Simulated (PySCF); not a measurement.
**Kr¹⁵⁺: dipole response in even-tempered 17s11p8d4f4g**

Aim: the static polarisability and the C₆ coefficient of Kr¹⁵⁺, method by method.

The numbers are computed with PySCF 2.14.0 (unrestricted determinants in a Gaussian basis, no spin-orbit coupling in the energies), except any that are marked as measured or tabulated.

### Step 1. Starting point

```
Element     : krypton (Z = 36)
Basis       : an even-tempered Gaussian basis (17 s from 1.1 bohr⁻², ratio 2.5; 11 p from 1.4 bohr⁻², ratio 2.5; 8 d from 1.4 bohr⁻², ratio 2.5; 4 f from 5.7 bohr⁻², ratio 2.7; 4 g from 8.6 bohr⁻², ratio 2.7)
Hamiltonian : no relativity, point nucleus
State 1     : Kr¹⁵⁺: [Ar] 3d3, high-spin 4F determinant
Methods     : PBE0
```

The outer shells:

Kr15+ [Ar] 3d3
```
[Ar] core
3d [↑ ][↑ ][↑ ][  ][  ]
```

One driver process ran all states and methods and kept the integrals in memory. Each run is shown as a PySCF script that sums up its settings (the driver passes frozen orbitals as a list and adds second-order terms of double hybrids); the logs are those of the runs themselves. The driver starts from symmetry-adapted Hartree-Fock orbitals, holds the occupation by maximum overlap and uses a logarithmic radial grid for functionals, so a plain start would take other cycles.

The integrals over 154 functions and the set-up took 1.3 s of CPU time.

### Step 2. Kr¹⁵⁺: PBE0

**PBE0**

input.py

```python
from pyscf import gto, scf, dft, mp, cc
mol = gto.M(atom="Kr 0 0 0", charge=15, spin=3, symmetry="D2h",
            basis=gto.etbs([(0, 17, 1.1, 2.5), (1, 11, 1.4, 2.5), (2, 8, 1.4, 2.5), (3, 4, 5.7, 2.7), (4, 4, 8.6, 2.7)]))
mf = dft.UKS(mol, xc="PBE0")
mf.irrep_nelec = {'Ag': (3, 3), 'B1g': (1, 0), 'B2g': (1, 0), 'B3g': (1, 0), 'B1u': (2, 2), 'B2u': (2, 2), 'B3u': (2, 2)}
mf.kernel()
```

The program printed:

```text
damping factor = 0
level_shift factor = 0
DIIS = <class 'pyscf.scf.diis.CDIIS'>
diis_start_cycle = 1
diis_space = 10
diis_damp = 0
SCF conv_tol = 1e-09
SCF conv_tol_grad = None
number electrons alpha = 12  beta = 9
XC functionals = PBE0
    C. Adamo and V. Barone.,  J. Chem. Phys. 110, 6158 (1999)
    M. Ernzerhof and G. E. Scuseria.,  J. Chem. Phys. 110, 5029 (1999)
cycle= 1 E= -2643.18352867458  delta_E= -0.00808  |g|= 0.0187  |ddm|= 0.0373
cycle= 2 E= -2643.18353926481  delta_E= -1.06e-05  |g|= 0.00261  |ddm|= 0.00259
cycle= 3 E= -2643.18353947973  delta_E= -2.15e-07  |g|= 0.000562  |ddm|= 0.000351
cycle= 4 E= -2643.18353948794  delta_E= -8.21e-09  |g|= 1.14e-05  |ddm|= 5.23e-05
cycle= 5 E= -2643.18353948795  delta_E= -5.46e-12  |g|= 6e-07  |ddm|= 1.66e-06
converged SCF energy = -2643.18353948795  <S^2> = 3.7503617  2S+1 = 4.0001808
```

CPU time 2.9 min on a shared host, the integrals not counted.

Orbital energies by shell (radii are means over both spins):

| shell | electrons | mean orbital energy (eV) | spread (eV) | rms radius (bohr) |
| --- | --- | --- | --- | --- |
| 1s α | 1 | -14456.9 | 0 | 0.0491 |
| 1s β | 1 | -14456.9 | 0 | 0.0491 |
| 2s α | 1 | -2327.0 | 0 | 0.203 |
| 2s β | 1 | -2320.7 | 0 | 0.203 |
| 2p α | 3 | -2151.9 | 0 | 0.178 |
| 2p β | 3 | -2146.8 | 0 | 0.178 |
| 3s α | 1 | -690.96 | 0 | 0.532 |
| 3s β | 1 | -682.77 | 0 | 0.532 |
| 3p α | 3 | -628.35 | 0 | 0.526 |
| 3p β | 3 | -619.15 | 0 | 0.526 |
| 3d α | 3 | -525.93 | 0 | 0.487 |

⟨S²⟩ = 3.750, ⟨L²⟩ = 12.00.

The driver then solved the coupled dipole response at imaginary frequencies: mean α = 0.09806 bohr³, C₆ = 0.05197 au for a like pair.

Spin-orbit coupling, absent here, splits the open shell strongly.

Radial density 4πr²ρ of Kr¹⁵⁺ at PBE0:

| r (bohr) | density | spin density |
| --- | --- | --- |
| 0.000801 | 0.246 | 0.000 |
| 0.00135 | 0.668 | 0.000 |
| 0.00227 | 1.77 | 0.000 |
| 0.00381 | 4.48 | 0.000 |
| 0.00641 | 10.5 | 0.000 |
| 0.0108 | 21.8 | -0.001 |
| 0.0181 | 36.5 | -0.002 |
| 0.0305 | 44.3 | -0.001 |
| 0.0513 | 38.3 | 0.013 |
| 0.0863 | 43.1 | 0.178 |
| 0.145 | 51.4 | 1.317 |
| 0.244 | 25.8 | 4.903 |
| 0.411 | 27.6 | 6.875 |
| 0.691 | 10.1 | 2.096 |
| 1.16 | 0.216 | 0.062 |
| 1.95 | 0.000120 | 0.000 |

### Step 3. Polarisabilities and C₆

Kr¹⁵⁺, in atomic units:

```
method   mean α  C₆ (like pair)     S(−4)
  PBE0  0.09806         0.05197  0.003314
```

α(iu) at PBE0:

```
u (hartree)  α(iu) (bohr³)
          0        0.09806
      0.700        0.09647
       1.40        0.09213
       2.80        0.07919
       4.20        0.06618
       5.60        0.05567
       7.00        0.04761
       10.5        0.03422
       14.0        0.02596
       21.0        0.01633
       35.0       0.008102
```

### Step 4. What came out

| quantity | value |
| --- | --- |
| α of Kr¹⁵⁺ | 0.09806 (PBE0) bohr³ |

A single London oscillator with the computed α and C₆ of Kr¹⁵⁺ at PBE0 would have ω = 4 C₆ / (3 α²) = 7.21 hartree. All values hold for this basis alone; no basis-set limit was taken.
